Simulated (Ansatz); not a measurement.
**W: stress in a strained cell**

Aim: deform W (equal xy, yz and zx engineering shear strains of +2 %) and compute stress, forces and field gradients with LAPW, PAW and all-electron datasets made for the crystal.

Method: DFT PBEsol, scalar-relativistic, in Ansatz 0.2.0.

### Step 1. The starting structure

Symmetry: Fm-3m, No. 225, cubic system. Conventional cell: a = 4.060 Å, b = 4.060 Å, c = 4.060 Å, α = 90.00°, β = 90.00°, γ = 90.00°. W (site symmetry m-3m) is surrounded by 12 W at 2.87 Å.

Coordinates:

```
W
1.0
     0.00000    2.03000    2.03000
     2.03000    0.00000    2.03000
     2.03000    2.03000    0.00000
W
1
Cartesian
  0.0000 0.0000 0.0000
```

### Step 2. The deformed structure

Space group Fm-3m before, R-3m after.

### Step 3. Full-potential LAPW

Input file input.yaml:

```yaml
crystal:
  lattice:
    - [0.0406, 2.0503, 2.0503]
    - [2.0503, 0.0406, 2.0503]
    - [2.0503, 2.0503, 0.0406]
  atoms:
    - { symbol: W, position: [0.0, 0.0, 0.0] }
kpoints:
  mp_grid: { grid: [14, 14, 14] }
  band_path:
    path:
      - [0.0, 0.0, 0.0]
      - [0.5, 0.5, 0.5]
      - [0.2451701269, 0.5, 0.7548298731]
      - [-0.2451701269, 0.2451701269, 0.5]
      - [0.0, 0.0, 0.5]
      - [0.0, 0.0, 0.0]
      - [-0.3725850634, 0.0, 0.3725850634]
      - [0.0, 0.3725850634, 0.6274149366]
      - [0.0, 0.5, 0.5]
    npoints: 5
scf:
  occupations: { method: fermi_dirac, width: 0.05 }
hamiltonian:
  xc: pbesol
  pseudopotentials: { kind: all_electron, lapw: { basis_error: 0.001 } }
output:
  forces: true
  stress: true
  eigenvalues: true
```

On the command line:

```sh
$ ansatz run input.yaml --threads 1 --pin off --max-ram 3072MiB --backend cpu --events-out ev --progress --plain --runs-dir out
```

### Step 4. PAW on the default files

Input file input.yaml:

```yaml
crystal:
  lattice:
    - [0.0406, 2.0503, 2.0503]
    - [2.0503, 0.0406, 2.0503]
    - [2.0503, 2.0503, 0.0406]
  atoms:
    - { symbol: W, position: [0.0, 0.0, 0.0] }
kpoints:
  mp_grid: { grid: [14, 14, 14] }
scf:
  occupations: { method: fermi_dirac, width: 0.05 }
hamiltonian:
  xc: pbesol
  pseudopotentials: { kind: paw }
output:
  forces: true
  stress: true
  eigenvalues: true
  efg: { contact_densities: true }
  write_density: true
  write_potential: true
  elf: true
  volumetric_format: npy
```

### Step 5. Datasets made for this crystal

input.yaml: that of step 4 with these lines changed.

```diff
@@ -13,3 +13,3 @@
   xc: pbesol
-  pseudopotentials: { kind: paw }
+  pseudopotentials: { kind: all_electron, datasets: crystal }
 output:
@@ -19,5 +19 @@
   efg: { contact_densities: true }
-  write_density: true
-  write_potential: true
-  elf: true
-  volumetric_format: npy
```

(Steps that only read results are left out.)

What does the calculation give? Wanted: pressure; largest shear or deviatoric stress.

As calculated:

| quantity | value |
| --- | --- |
| pressure | LAPW -12.19, PAW -12.29, crystal datasets -12.19 GPa |
| largest shear or deviatoric stress (LAPW) | 1.58 GPa |

What this shows: The largest part of the stress beyond the pressure is 1.58 GPa in size. No run of the undeformed cell stands beside it, so the pressure holds what the given cell had before the change. PAW: stress within 0.10 GPa of LAPW. Crystal datasets: stress within 0.01 GPa of LAPW. Spin-orbit coupling is left out, though the cell holds W; in elements this heavy it can shift bands and gaps by tenths of an eV.
